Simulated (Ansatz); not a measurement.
# B2F4H4N2: small, medium and large basis sets

One table from this session's results is given with a row withheld; the runs are named, their logs left out.

The runs use Ansatz 0.2.0, Gaussian basis; one geometry, several basis sets.

Plan: PBE0-D4/def2-SVP; ωB97M-V/def2-SVP; PBE0-D4/def2-QZVPP; ωB97M-V/def2-QZVPP; the functionals' def2-TZVPP values are taken from earlier runs.

### The relaxed structure

The geometry comes from an earlier relaxation with PBE0-D4 in a triple-zeta def2 set; it is a stationary point, not always the lowest conformer.

SMILES `F[B-]1(F)[NH2+][B-](F)(F)[NH2+]1`, 12 atoms, charge 0, spin multiplicity 1.

Atoms are counted from 1 here; the program's logs count them from 0.

Bond lengths: F1–B2 1.362 Å, B2–F3 1.362 Å, B2–N4 1.599 Å, B2–N8 1.599 Å, N4–B5 1.599 Å, N4–H9 1.013 Å, N4–H10 1.013 Å, B5–F6 1.362 Å, B5–F7 1.362 Å, B5–N8 1.599 Å, N8–H11 1.013 Å, N8–H12 1.013 Å. Angles: F1–B2–F3 116.0°, F1–B2–N4 111.6°, F1–B2–N8 111.6°, F3–B2–N4 111.6°, F3–B2–N8 111.6°, N4–B2–N8 92.1°, B2–N4–B5 87.9°, B2–N4–H9 114.5°, B2–N4–H10 114.5°, B5–N4–H9 114.5°, B5–N4–H10 114.5°, H9–N4–H10 109.5°, N4–B5–F6 111.6°, N4–B5–F7 111.6°, N4–B5–N8 92.1°, F6–B5–F7 116.0°, F6–B5–N8 111.6°, F7–B5–N8 111.6° and more.

Geometry (Å):

```mol
B2F4H4N2
  3D, bonds by distance, orders not assigned

 12 12  0  0  0  0  0  0  0  0999 V2000
    0.7297   -0.6358    1.9454 F   0  0
    0.7509   -0.5882    0.5842 B   0  0
    1.7414   -1.3004   -0.0220 F   0  0
    0.6947    0.9169    0.0465 N   0  0
   -0.7375    0.5787   -0.5796 B   0  0
   -1.7295    1.2921    0.0226 F   0  0
   -0.7128    0.6236   -1.9409 F   0  0
   -0.6826   -0.9256   -0.0394 N   0  0
    0.6799    1.6227    0.7731 H   0  0
    1.4080    1.1471   -0.6351 H   0  0
   -1.3953   -1.1533    0.6438 H   0  0
   -0.6700   -1.6329   -0.7646 H   0  0
  1  2  8  0
  2  3  8  0
  2  4  8  0
  4  5  8  0
  5  6  8  0
  5  7  8  0
  5  8  8  0
  4  9  8  0
  4 10  8  0
  8 11  8  0
  8 12  8  0
  2  8  8  0
M  END
```

The first run:

in.yaml

```yaml
crystal:
  periodic: [false, false, false]
  atoms:
    - {symbol: F, position_ang: [0.729739, -0.635767, 1.945419]}
    - {symbol: B, position_ang: [0.750946, -0.588213, 0.584158]}
    - {symbol: F, position_ang: [1.741433, -1.300384, -0.022029]}
    - {symbol: N, position_ang: [0.694722, 0.916948, 0.046462]}
    - {symbol: B, position_ang: [-0.737535, 0.578652, -0.579630]}
    - {symbol: F, position_ang: [-1.729504, 1.292103, 0.022638]}
    - {symbol: F, position_ang: [-0.712811, 0.623589, -1.940910]}
    - {symbol: N, position_ang: [-0.682630, -0.925645, -0.039377]}
    - {symbol: H, position_ang: [0.679871, 1.622722, 0.773115]}
    - {symbol: H, position_ang: [1.408048, 1.147126, -0.635106]}
    - {symbol: H, position_ang: [-1.395252, -1.153321, 0.643775]}
    - {symbol: H, position_ang: [-0.670029, -1.632910, -0.764615]}
basis:
  gaussian: {orbitals: def2-SVP}
hamiltonian: {xc: pbe0, dispersion: d4}
output: {orbitals: {seedname: orbitals}}
```

Started as:

```sh
$ ansatz run in.yaml --threads 4 --pin off --events-out ev --progress --plain --max-ram 11315MiB
```

Among the steps run: PBE0-D4 in def2-SVP; ωB97M-V in def2-SVP; PBE0-D4 in def2-QZVPP; ωB97M-V in def2-QZVPP.

One of the session's tables, all rows but one given; the rest of the session is left out.

It belongs to the step «Density functionals: the series». 

```
functional       basis  HOMO (eV)  LUMO (eV)
   PBE0-D4    def2-SVP      -9.60       1.26
   PBE0-D4  def2-TZVPP          ?          ?
   PBE0-D4  def2-QZVPP      -9.78       0.09
   ωB97M-V    def2-SVP     -11.99       2.83
   ωB97M-V  def2-TZVPP     -12.14       1.76
   ωB97M-V  def2-QZVPP     -12.18       1.14
```

**Question.** Estimate the row for PBE0-D4, def2-TZVPP.

The run gave: HOMO (eV): -9.75; LUMO (eV): 0.44. In the column «HOMO (eV)» it lies between PBE0-D4, def2-QZVPP (-9.78) and PBE0-D4, def2-SVP (-9.60).
